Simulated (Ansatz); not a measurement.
**CdAg: a single-point run**

Aim: a sound single-point run of CdAg. The structure is shown as the input types it.

Program: Ansatz 0.2.0. Level of theory: DFT, PBEsol, all-electron PAW with datasets made for the crystal, scalar-relativistic. These are calculated values, not measurements.

1 further run of the same task is left out (it didn't finish).

## (1) Starting point

It takes space group P-6m2 (No. 187, hexagonal). Conventional cell: a = 3.050 Å, b = 3.050 Å, c = 4.705 Å, α = 90.00°, β = 90.00°, γ = 120.00°. Cd (site symmetry -6m2) has 6 Ag at 2.94 Å and 6 Cd at 3.05 Å as nearest neighbours. Ag (site symmetry -6m2) has 6 Cd at 2.94 Å and 6 Ag at 3.05 Å as nearest neighbours.

As a file:

```xyz
2
Lattice="4.7054 0.0000 0.0000 0.0000 1.5256 2.6413 0.0000 -1.5256 2.6413" Properties=species:S:1:pos:R:3 pbc="T T T"
Cd    2.3527    0.0000    3.5220
Ag    0.0000    0.0000    1.7607
```

## (2) The calculation

File input.yaml:

```yaml
crystal:
  lattice:
    - [4.7054157572, 0.0, 0.0]
    - [0.0, 1.5256317089, 2.6413425949]
    - [0.0, -1.5256317089, 2.6413425949]
  atoms:
    - { symbol: Cd, position: [0.5, 0.6667112707, 0.6667112707] }
    - { symbol: Ag, position: [0.0, 0.3332887293, 0.3332887293] }
kpoints:
  mp_grid: { grid: [8, 14, 14] }
scf:
  occupations: { method: fermi_dirac, width: 0.05 }
  max_iter: 60
hamiltonian:
  xc: pbesol
  pseudopotentials: { kind: all_electron, datasets: crystal }
output:
  forces: true
  stress: true
  eigenvalues: true
  efg: { contact_densities: true }
magnetization:
  spin_polarized: true
  initial_magnetization: 1
```

Started as:

```sh
$ ansatz run input.yaml --threads 1 --pin off --max-ram 2048MiB --backend cpu --events-out ev --progress --plain --runs-dir out
```

Q: Will this input give a usable result? If not, why, and what should change?

The program finished normally, with warnings (crystal datasets made, gradients without spin orbit, seeded moment not kept). Its log warns: «the starting moments were not kept: the SCF closed with an absolute magnetisation of 3.1e-9 μB, where they sum to 1 μB in size (2 sites) ...»

Look at the input: magnetization.spin_polarized is true; magnetization.initial_magnetization is 1. What could go wrong: unrealistic starting moment. The run ends with a total moment of 0.00 μB. The run converged, but that does not make its result sound.

The test: delete magnetization.spin_polarized and magnetization.initial_magnetization (the default then holds).
